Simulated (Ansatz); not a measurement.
# Cd (bcc type): the cost of one run

Method: DFT LDA, with the methods named in each step, in Ansatz 0.2.0.

This is Cd in the bcc structure; at room conditions it is hcp.

1 further run of the same task is left out (set aside as unsound or not needed). Runs told in other sessions of the task aren't counted.

### 1 The structure to begin with

Symmetry: Im-3m, No. 229, cubic system. The conventional cell has a = 3.438 Å, b = 3.438 Å, c = 3.438 Å, α = 90.00°, β = 90.00°, γ = 90.00°. Cd (site symmetry m-3m) is surrounded by 8 Cd at 2.98 Å.

Coordinates:

```xyz
1
Lattice="-1.7190 1.7190 1.7190 1.7190 -1.7190 1.7190 1.7190 1.7190 -1.7190" Properties=species:S:1:pos:R:3 pbc="T T T"
Cd    0.0000    0.0000    0.0000
```

Whether this phase is the stable one at these pressures isn't tested.

### 2 The reference volume, LAPW

Contents of input.yaml:

```yaml
crystal:
  lattice:
    - [-1.7190087616, 1.7190087616, 1.7190087616]
    - [1.7190087616, -1.7190087616, 1.7190087616]
    - [1.7190087616, 1.7190087616, -1.7190087616]
  atoms:
    - { symbol: Cd, position: [0.0, 0.0, 0.0] }
kpoints:
  mp_grid: { grid: [15, 15, 15] }
  band_path:
    path:
      - [0.0, 0.0, 0.0]
      - [0.5, -0.5, 0.5]
      - [0.0, 0.0, 0.5]
      - [0.0, 0.0, 0.0]
      - [0.25, 0.25, 0.25]
      - [0.5, -0.5, 0.5]
      - [0.25, 0.25, 0.25]
      - [0.0, 0.0, 0.5]
    npoints: 14
scf:
  occupations: { method: fermi_dirac, width: 0.1 }
hamiltonian:
  xc: lda
  pseudopotentials: { kind: all_electron, lapw: { basis_error: 0.001 } }
output:
  forces: true
  stress: true
  eigenvalues: true
  populations: true
  dos: { projected: true, de: 0.2, e_range: [-14, 8] }
```

On the command line:

```console
ansatz run input.yaml --threads 1 --pin off --max-ram 2048MiB --backend cpu --events-out ev --progress --plain --runs-dir out
```

Q: Estimate wall time and peak memory on 1 thread of Arm Neoverse V1, shared host.

About 11 s, with a peak of 0.27 GiB.
